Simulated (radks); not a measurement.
# The Coulomb parameter U of the 5d shell of Hf⁺

An exercise on one series of results from a longer session: the logs are not shown, and one member is left open.

The numbers are computed with radks (a radial shooting solver on a logarithmic mesh, Libxc functionals) version 1 (scalar-relativistic Kohn-Sham, PBE, spin-unpolarised, spherical densities, finite nucleus), except any that are marked as measured or tabulated.

### Starting point

```
element            : hafnium (Z = 72)
charge             : +1
electrons          : 71
configuration      : [Xe] 4f14 5d2 6s1
nuclear rms radius : 5.347 fm
```

The outer shells:

Hf⁺
```
[Xe] core
4f [↑↓][↑↓][↑↓][↑↓][↑↓][↑↓][↑↓]
5d [↑ ][↑ ][  ][  ][  ]
6s [↑ ]
```

Set-up of the first run:

Input:

```text
Z 72
configuration [Xe] 4f14 5d2 6s1
relativity scalar-relativistic
functional pbe,pbe
spin unpolarised
nucleus finite rms 5.347 fm
c 137.035999084
```

Steps of the session up to this table: Start: [Xe] 4f14 5d2 6s1.

One table of the session follows, with a row left open; its other results are not shown here.

Radial moments (bohr):

| level | <r> | outermost maximum (interpolated) | 90 % within | nodes |
| --- | --- | --- | --- | --- |
| 4s | 0.4683 | 0.437 | 0.672 | 3 |
| 4p | 0.4976 | 0.458 | 0.724 | 2 |
| 4d | 0.5351 | 0.471 | 0.804 | 1 |
| 5s | 1.135 | 1.02 | 1.64 | 4 |
| 5p | 1.342 | 1.16 | 1.97 | 3 |
| 4f | ? | ? | ? | ? |
| 6s | 3.202 | 2.78 | 4.67 | 5 |
| 5d | 2.276 | 1.67 | 3.65 | 2 |

Estimate the missing values for 4f.

**Answer.** <r>: 0.6771; outermost maximum (interpolated): 0.455; 90 % within: 1.15; nodes: 0. In the column «<r>» it lies between 4d (0.5351) and 5s (1.135).
